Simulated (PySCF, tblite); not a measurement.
# C₆H₈F₃OP: geometry, infrared bands and NMR shifts

What infrared bands and NMR shifts should C₆H₈F₃OP (`C=C[P@](=O)(CC)C(F)=C(F)F`) show?

Computed with tblite 0.8.0 and PySCF 2.14.0, with density-fitted response routines of our own, on a single molecule in the gas phase. Atoms count from 0, in the outputs and in this text.

## (1) The molecule as given

19 atoms, charge 0, multiplicity 1; geometry from: force field or distance geometry start.

Bonds of the start (Å): C0–C1 1.34, C1–P2 1.81, P2–O3 1.51, P2–C4 1.82, C4–C5 1.50, P2–C6 1.79, C6–F7 1.36, C6–C8 1.32, C8–F9 1.36, C8–F10 1.37, C0–H11 1.08, C0–H12 1.10, C1–H13 1.08, C4–H14 1.12, C4–H15 1.11, C5–H16 1.10, C5–H17 1.11, C5–H18 1.09.

## (2) Relaxing the molecule with GFN2-xTB

What the job is given:

```
{"job": {"kind": "relax", "xc": "GFN2-xTB", "basis": "xTB"}, "charge": 0, "multiplicity": 1}
C     -2.184500    -1.712100    -0.440300
C     -1.772000    -0.557100     0.099300
P     -0.128600    -0.015100    -0.417900
O      0.154300    -0.572300    -1.798000
C      1.107100    -0.638400     0.771300
C      2.472700    -0.733500     0.162600
C      0.009400     1.771300    -0.437500
F      1.226200     2.346800    -0.212900
C     -1.060900     2.516700    -0.653400
F     -0.962300     3.876700    -0.660400
F     -2.305100     1.999900    -0.878900
H     -1.496200    -2.171300    -1.141800
H     -3.159400    -2.147000    -0.195000
H     -2.360500    -0.008200     0.818400
H      1.182500     0.054700     1.645100
H      0.793100    -1.626300     1.169800
H      2.563800    -1.729600    -0.299400
H      3.192400    -0.720100     1.006600
H      2.718100     0.074200    -0.529800
```

On the command line:

```
OMP_NUM_THREADS=1 python probes_run.py task.json out
```

This one command runs all jobs of the session in turn.

**Question.** This job is followed by: GFN2-xTB harmonic vibrations, gas phase; GIAO PBE0/pcSseg-1 NMR shielding, non-relativistic, gas phase. Predict these results of the whole session: strongest single infrared mode (GFN2-xTB); zero-point energy (GFN2-xTB); 13C shifts against TMS (PBE0/pcSseg-1); 1H shifts against TMS (PBE0/pcSseg-1, means over atoms taken as alike); 31P shifts against H3PO4 (PBE0/pcSseg-1); 17O shifts against H2O (PBE0/pcSseg-1); 19F shifts against CFCl3 (PBE0/pcSseg-1).

**Answer**, as computed:

| quantity | value |
| --- | --- |
| strongest single infrared mode (GFN2-xTB) | 1742 cm⁻¹, 240 km/mol |
| zero-point energy (GFN2-xTB) | 81.4 kcal/mol |
| 13C shifts against TMS (PBE0/pcSseg-1) | 171.2, 144.9, 139.0, 138.1, 26.8, 7.7 ppm |
| 1H shifts against TMS (PBE0/pcSseg-1, means over atoms taken as alike) | 6.97, 6.71, 6.27, 1.80, 1.72, 1.50 ppm |
| 31P shifts against H3PO4 (PBE0/pcSseg-1) | -0.4 ppm |
| 17O shifts against H2O (PBE0/pcSseg-1) | 78.7 ppm |
| 19F shifts against CFCl3 (PBE0/pcSseg-1) | -82.9, -104.5, -210.6 ppm |

What this shows: Relaxing lowered the energy by 0.652 eV in 132 steps; the close pair that moved most is P2–C6, from 1.792 to 1.852 Å. No mode is imaginary among the 51: a minimum at this level. The strongest single mode, at 1742 cm⁻¹, moves mainly C8 and C6. Unscaled tight-binding wavenumbers are off by several per cent, some by more. Its intensities can rank the bands wrongly.
